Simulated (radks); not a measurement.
# Ga⁴⁺ in [Ne] 3s2 3p5 3d9 4s1: an all-electron calculation

Aim: the levels, the sizes of the orbitals and the parts of the energy of the gallium ion Ga4+.

The numbers are computed with radks (a radial shooting solver on a logarithmic mesh, Libxc functionals) version 1 (scalar-relativistic Kohn-Sham, PBEsol, spin-polarised, spherical densities, point nucleus; open shells are filled with parallel spins first), except any that are marked as measured or tabulated.

## (1) The system

- element: gallium (Z = 31)
- charge: +4
- electrons: 27
- configuration: [Ne] 3s2 3p5 3d9 4s1

The outer shells:

Ga⁴⁺
```
[Ne] core
3s [↑↓]
3p [↑↓][↑↓][↑ ]
3d [↑↓][↑↓][↑↓][↑↓][↑ ]
4s [↑ ]
```

## (2) Self-consistent calculation

The run's settings:

```text
Z 31
configuration [Ne] 3s2 3p5 3d9 4s1
relativity scalar-relativistic
functional pbe_sol,pbe_sol
spin polarised
nucleus point
c 137.035999084
```

**Question.** What will this run give?

**Answer**, as computed:

```
                        quantity                   value
                    total energy     -1934.04490 hartree
exchange-correlation share of it                  3.71 %
                            −T/E                  1.0170
          highest occupied level       4s up, -55.333 eV
    most extended occupied level  4s up, <r> = 1.74 bohr
 radius at density 0.001 e/bohr³               2.90 bohr
    maxima of the radial density                       3
```

**Reading.** The radial density shows 3 maxima for 4 occupied principal shells; where shells overlap, one shows as a shoulder or not at all. −T/E is 1.017: with relativity the kinetic term as defined here no longer equals −E. This is not the tabulated ground configuration, so its levels and sizes aren't those of the ground state, and no measured value stands beside it.
